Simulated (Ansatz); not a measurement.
# S, space group R-3m: a short molecular-dynamics run

With Ansatz's Python interface.

The script reads `s.extxyz`:
```text
1
Lattice="1.6385 0.94598842 0.86133333 -1.6385 0.94598842 0.86133333 0.0 -1.89197683 0.86133333" Properties=species:S:1:pos:R:3 pbc="T T T"
S     0.00000000    0.00000000    0.00000000
```

Run as a notebook:

In [1]:
```python
from dataclasses import dataclass
import warnings

import ansatz as az
import matplotlib.pyplot as plt
import numpy as np


@dataclass(frozen=True)
class RunConfig:
    functional: str = 'pbesol'
    vdw: str = 'd3bjatm'
    mesh: tuple[int, ...] = (2, 2, 2)
    filling: str = 'Marzari-Vanderbilt'
    sigma: float = 0.15
    n_steps: int = 10
    temperature_k: int = 1200
```

In [2]:
```python
settings = RunConfig()
```

In [3]:
```python
warnings.simplefilter('ignore', az.DeckWarning)
```

In [4]:
```python
system = az.Crystal.from_extxyz('s.extxyz')
```

In [5]:
```python
system.resolved().tree()['lattice']
```
Out [5]:
```text
((1.6385, 0.94598842, 0.86133333), (-1.6385, 0.94598842, 0.86133333),
 (0.0, -1.89197683, 0.86133333))
```

In [6]:
```python
# a small cell and a short run: a test of the set-up, no statistics
calculation = system.supercell(2).calculation()
calculation = calculation.functional(settings.functional, dispersion=settings.vdw)
calculation = calculation.kpoints(mesh=settings.mesh)
calculation = calculation.occupations(settings.filling, width=settings.sigma)
calculation = calculation.md('nvt_langevin', timestep=1.0 * az.fs, steps=settings.n_steps, temperature=settings.temperature_k, friction=0.02, initial_velocities='maxwell_boltzmann', seed=429)
steps = []
```

In [7]:
```python
def collect(event):
    if event['event'] == 'md_step':
        steps.append(event['data'])
```

In [8]:
```python
done = calculation.session().plan().execute(on_event=collect)
data = done.report
```

In [9]:
```python
data['mixing_algorithm'], data['preconditioner'], data['eigensolver']
```
Out [9]:
```text
('MSR1', 'Resta', 'band_cg')
```

In [10]:
```python
data['published_state_doubts']
```
Out [10]:
```text
[]
```

In [11]:
```python
data['converged'], data['free_energy_ev']
```
Out [11]:
```text
(True, -7059.528734597993)
```

In [12]:
```python
for s in steps[::2]:
    print('%3d %7.1f fs  total %.4f eV  T %6.1f K' % (s['step'], s['time_fs'], s['lagrangian_ev'] + s['e_kin_ev'], s['temperature_k']))
```
```text
  0     0.0 fs  total -7059.1938 eV  T 1050.0 K
  2     2.0 fs  total -7058.9751 eV  T 1211.3 K
  4     4.0 fs  total -7059.0265 eV  T 1015.1 K
  6     6.0 fs  total -7059.0468 eV  T  799.2 K
  8     8.0 fs  total -7058.9506 eV  T  720.2 K
 10    10.0 fs  total -7058.8603 eV  T  646.4 K
```

In [13]:
```python
temperature = np.array([s['temperature_k'] for s in steps])
print(f'mean temperature of the second half {temperature[len(steps) // 2 :].mean():.1f} K')
```
```text
mean temperature of the second half 747.2 K
```

In [14]:
```python
print('last positions (A) and velocities (A/fs)')
for site, xyz, vel in zip(done.lattice.sites, steps[-1]['positions_ang'], steps[-1]['velocities_ang_fs']):
    print(f'{site.symbol:2s}', ' '.join(f'{v:8.4f}' for v in xyz), ' ', ' '.join(f'{v:9.5f}' for v in vel))
```
```text
last positions (A) and velocities (A/fs)
S    0.0215   0.0411  -0.0357    -0.00088  -0.00039   0.00008
S   -0.0169  -1.9177   0.8644    -0.00374  -0.00123   0.00095
S   -1.6723   0.9303   0.9311    -0.00168  -0.00022   0.00433
S   -1.6091  -0.8512   1.7032     0.00522   0.01088  -0.00257
S    1.6359   0.8808   0.8175    -0.00035  -0.00227   0.00177
S    1.6501  -0.9597   1.7544    -0.00137  -0.00075   0.00426
S   -0.0288   1.8360   1.7003    -0.00024  -0.00802   0.00174
S    0.0201  -0.0004   2.7171     0.00197  -0.00133   0.01045
```

In [15]:
```python
time = [s['time_fs'] for s in steps]
fig, ax = plt.subplots(figsize=(5, 3))
ax.plot(time, [s['lagrangian_ev'] - steps[0]['lagrangian_ev'] for s in steps], label='potential')
ax.plot(time, [s['e_kin_ev'] for s in steps], label='kinetic')
ax.set(xlabel='time (fs)', ylabel='energy (eV)')
ax.legend()
fig.tight_layout()
fig.savefig('md.png', dpi=100)
```

In [16]:
```python
track = np.array([s['positions_ang'] for s in steps])
names = np.array([site.symbol for site in done.lattice.sites])
for name in sorted(set(names)):
    msd = ((track[:, names == name] - track[0, names == name]) ** 2).sum(axis=2).mean(axis=1)
    print(f'mean square displacement of {name} (A^2):', np.round(msd[:: max(len(msd) // 6, 1)], 4))
```
```text
mean square displacement of S (A^2): [0.     0.0001 0.0003 0.0008 0.0014 0.0021 0.0028 0.0036 0.0045 0.0054
 0.0064]
```

Reading the output:
- Total energies depend on the potentials; only differences at equal settings carry meaning. A total without «per atom» is that of the whole cell that was run.
- Dispersion corrections can be off by several per cent in the lattices of metals, and by several GPa in the pressure at a fixed cell.
- For a metal this mesh is far too coarse, so the numbers only illustrate the procedure.
- This isn't the structure that S takes at ambient conditions.
- A small cell, a coarse mesh and a very short run: it shows the set-up and gives no equilibrium averages.
- It ran for 22 s on 1 thread of Arm Neoverse V2, with other jobs on the host, peak memory 0.41 GiB.
